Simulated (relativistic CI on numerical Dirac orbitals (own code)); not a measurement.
# Hf²⁺: resonant inelastic X-ray scattering at the L2,3 edge

Aim: the energy losses and their intensities at the absorption maxima, by the Kramers-Heisenberg formula, for 6 crystal fields.

Method: Dirac-Coulomb-Breit CI, KLI orbitals optimised for each configuration, model QED (radiative potential, 1s self-energy scaled to tabulated hydrogen-like ionisation energies), valence Slater integrals scaled by 0.9, Kramers-Heisenberg scattering through one core-hole configuration in a parametric crystal field. Code: relativistic CI on numerical Dirac orbitals (own code) version 3.

**1. The system**

- ion: Hf²⁺ (Hf III)
- nuclear charge: 72
- electrons: 70
- configurations: [Xe] 4f14 5d2 → [He] 2s2 2p5 3s2 3p6 3d10 4s2 4p6 4d10 4f14 5s2 5p6 5d3
- temperature: 10 K
- core-hole width: 7.5 eV
- field 1 (cm⁻¹): D4h, 10Dq = 17700, Ds = -1500, Dt = 770
- field 2 (cm⁻¹): D4h, 10Dq = 17700, Ds = -860, Dt = 770
- field 3 (cm⁻¹): D4h, 10Dq = 17700, Ds = -210, Dt = 770
- field 4 (cm⁻¹): D4h, 10Dq = 17700, Ds = 430, Dt = 770
- field 5 (cm⁻¹): D4h, 10Dq = 17700, Ds = 1070, Dt = 770
- field 6 (cm⁻¹): D4h, 10Dq = 17700, Ds = 1710, Dt = 770

**2. Field 1: D4h, 10Dq = 17700, Ds = -1500, Dt = 770**

Input settings:

```ini
atom Hf  Z=72  charge=2  electrons=70
nucleus A=180  rms_radius_fm=5.3470
hamiltonian dirac-coulomb  breit=on  qed=on  c_scale=1
orbitals kli  potential=per-configuration
slater_scale 0.9
correlation none
mixing on
configurations
  [Xe] 4f14 5d2
  [He] 2s2 2p5 3s2 3p6 3d10 4s2 4p6 4d10 4f14 5s2 5p6 5d3
end
rixs L2,3 T=10 core_hole_width=7.5
crystal_field D4h 10Dq=17700 Ds=-1500 Dt=770
```

On the command line:

```sh
$ python run_levels.py task.json out
```

task.json lists these runs, among others, and the program works through them in turn.

**3. Field 2: D4h, 10Dq = 17700, Ds = -860, Dt = 770**

Settings: those of step 2 with these lines changed.

```diff
@@ -12,2 +12,2 @@
 rixs L2,3 T=10 core_hole_width=7.5
-crystal_field D4h 10Dq=17700 Ds=-1500 Dt=770
+crystal_field D4h 10Dq=17700 Ds=-860 Dt=770
```

**4. Field 3: D4h, 10Dq = 17700, Ds = -210, Dt = 770**

Settings: those of step 3 with these lines changed.

```diff
@@ -12,2 +12,2 @@
 rixs L2,3 T=10 core_hole_width=7.5
-crystal_field D4h 10Dq=17700 Ds=-860 Dt=770
+crystal_field D4h 10Dq=17700 Ds=-210 Dt=770
```

**5. Field 4: D4h, 10Dq = 17700, Ds = 430, Dt = 770**

Settings: those of step 4 with these lines changed.

```diff
@@ -12,2 +12,2 @@
 rixs L2,3 T=10 core_hole_width=7.5
-crystal_field D4h 10Dq=17700 Ds=-210 Dt=770
+crystal_field D4h 10Dq=17700 Ds=430 Dt=770
```

**6. Field 5: D4h, 10Dq = 17700, Ds = 1070, Dt = 770**

Settings: those of step 5 with these lines changed.

```diff
@@ -12,2 +12,2 @@
 rixs L2,3 T=10 core_hole_width=7.5
-crystal_field D4h 10Dq=17700 Ds=430 Dt=770
+crystal_field D4h 10Dq=17700 Ds=1070 Dt=770
```

**7. Field 6: D4h, 10Dq = 17700, Ds = 1710, Dt = 770**

Settings: those of step 6 with these lines changed.

```diff
@@ -12,2 +12,2 @@
 rixs L2,3 T=10 core_hole_width=7.5
-crystal_field D4h 10Dq=17700 Ds=1070 Dt=770
+crystal_field D4h 10Dq=17700 Ds=1710 Dt=770
```

(Steps that only read results are left out.)

What does the calculation give? Wanted: incident energies, field 1.

The runs gave:

| field | S, thermal mean | first incident energy (eV) | lowest loss over 0.08 eV (eV) | strongest such loss there (eV) | its level |
| --- | --- | --- | --- | --- | --- |
| 1: D4h | 1.00 | 9559.0 | 0.102 | 2.286 | B2, S = 0.7 |
| 2: D4h | 1.00 | 9558.9 | 0.100 | 1.408 | E, S = 0.9 |
| 3: D4h | 1.00 | 9558.9 | 0.095 | 1.356 | E, S = 0.8 |
| 4: D4h | 0.99 | 9558.9 | 0.083 | 1.315 | E, S = 0.7 |
| 5: D4h | 0.99 | 9558.9 | 0.229 | 1.289 | E, S = 0.6 |
| 6: D4h | 0.99 | 9558.9 | 0.092 | 1.573 | E, S = 1.0 |

| quantity | value |
| --- | --- |
| incident energies, field 1 | 9559.0, 10737.9 eV |
| strongest loss over 0.08 eV, field 1 | 2.29 eV |

In field 1 the strongest loss over 0.08 eV at the first resonance is 2.29 eV (B2, S = 0.7). Spin-orbit coupling in the valence shell mixes spin states, so S is only an average. Only the lowest levels kept in the record count, and labels are spin-orbit irreps. Polarisations are summed, and charge-transfer losses are outside the model.
